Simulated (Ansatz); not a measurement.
# Zn3CO: the cost of one run

Method: DFT PBE, scalar-relativistic, plane waves, PAW, in Ansatz 0.2.0.

### Step 1. The structure to begin with

Symmetry: Pm-3m, No. 221, cubic system. The conventional cell has a = 4.280 Å, b = 4.280 Å, c = 4.280 Å, α = 90.00°, β = 90.00°, γ = 90.00°. C (site symmetry m-3m) has 12 Zn at 3.03 Å as nearest neighbours. O (site symmetry m-3m) has 6 Zn at 2.14 Å as nearest neighbours. Around Zn (site symmetry 4/mmm) lie 2 O at 2.14 Å and 4 C at 3.03 Å and 8 Zn at 3.03 Å.

Coordinates:

```cif
data_structure
_symmetry_space_group_name_H-M 'P 1'
_symmetry_Int_Tables_number 1
_cell_length_a 4.2800
_cell_length_b 4.2800
_cell_length_c 4.2800
_cell_angle_alpha 90.000
_cell_angle_beta 90.000
_cell_angle_gamma 90.000
_cell_volume 78.40
loop_
_atom_site_label
_atom_site_type_symbol
_atom_site_fract_x
_atom_site_fract_y
_atom_site_fract_z
_atom_site_occupancy
C1 C 0.00000 0.00000 0.00000 1
O1 O 0.50000 0.50000 0.50000 1
Zn1 Zn 0.50000 0.50000 0.00000 1
Zn2 Zn 0.50000 0.00000 0.50000 1
Zn3 Zn 0.00000 0.50000 0.50000 1
```

This is a trial structure built by rule; it need not be a known or stable form of this composition.

The cell is the ideal cubic antiperovskite prototype; whether it is the stable structure of this composition wasn't checked.

### Step 2. Seeking zero pressure, try 1

input.yaml reads:

```yaml
crystal:
  lattice:
    - [4.28, 0.0, 0.0]
    - [0.0, 4.28, 0.0]
    - [0.0, 0.0, 4.28]
  atoms:
    - { symbol: C, position: [0.0, 0.0, 0.0] }
    - { symbol: O, position: [0.5, 0.5, 0.5] }
    - { symbol: Zn, position: [0.5, 0.5, 0.0] }
    - { symbol: Zn, position: [0.5, 0.0, 0.5] }
    - { symbol: Zn, position: [0.0, 0.5, 0.5] }
basis:
  ecutwfc: 420
kpoints:
  mp_grid: { grid: [4, 4, 4] }
hamiltonian:
  xc: pbe
scf:
  occupations: { method: gaussian, width: 0.05 }
output:
  forces: true
  stress: true
  eigenvalues: true
```

Started as:

```bash
> ansatz run input.yaml --threads 1 --pin off --max-ram 1228MiB --backend cpu --events-out ev --progress --plain --runs-dir out
```

**Question.** How long does this run take on 1 thread of an Arm CPU, shared host, and how much memory does it need?

About 3.4 s, with a peak of 0.31 GiB.
